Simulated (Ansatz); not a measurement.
# BeAs: the cost of one run

Method: DFT PBE, scalar-relativistic, plane waves, PAW, in Ansatz 0.2.0.

### Step 1. The structure to begin with

The structure is cubic, space group F-43m (No. 216). The conventional cell has a = 5.024 Å, b = 5.024 Å, c = 5.024 Å, α = 90.00°, β = 90.00°, γ = 90.00°. Around Be (site symmetry -43m) lie 4 As at 2.18 Å. As (site symmetry -43m) is surrounded by 4 Be at 2.18 Å.

Coordinates:

```
Be As
1.0
     0.00000    2.51202    2.51202
     2.51202    0.00000    2.51202
     2.51202    2.51202    0.00000
Be As
1 1
Direct
  0.00000 0.00000 0.00000
  0.75000 0.75000 0.75000
```

This is candidate A: zinc blende type (F-43m, No. 216).

(A quick probe on a coarse mesh, which set the mesh and smearing, is not shown.)

### Step 3. Rough relaxation on the coarse mesh (candidate A)

The input, input.yaml:

```yaml
crystal:
  lattice:
    - [0.0, 2.5120243446, 2.5120243446]
    - [2.5120243446, 0.0, 2.5120243446]
    - [2.5120243446, 2.5120243446, 0.0]
  atoms:
    - { symbol: Be, position: [0.0, 0.0, 0.0] }
    - { symbol: As, position: [0.75, 0.75, 0.75] }
basis:
  ecutwfc: 420
kpoints:
  mp_grid: { grid: [6, 6, 6] }
hamiltonian:
  xc: pbe
scf:
  occupations: { method: gaussian, width: 0.1 }
  lower_state_search: "off"
output:
  forces: true
  stress: true
  eigenvalues: true
relax:
  adjacent_minimum: "off"
  f_tol: 0.04
  max_steps: 70
  cell: { stress_tol: 0.4 }
```

Run with:

```bash
ansatz run input.yaml --threads 1 --pin off --max-ram 2560MiB --backend cpu --events-out ev --progress --plain --runs-dir out
```

**Question.** How long does this run take on 1 thread of Arm Neoverse V1, shared host, and how much memory does it need?

About 3.9 s, with a peak of 0.28 GiB.
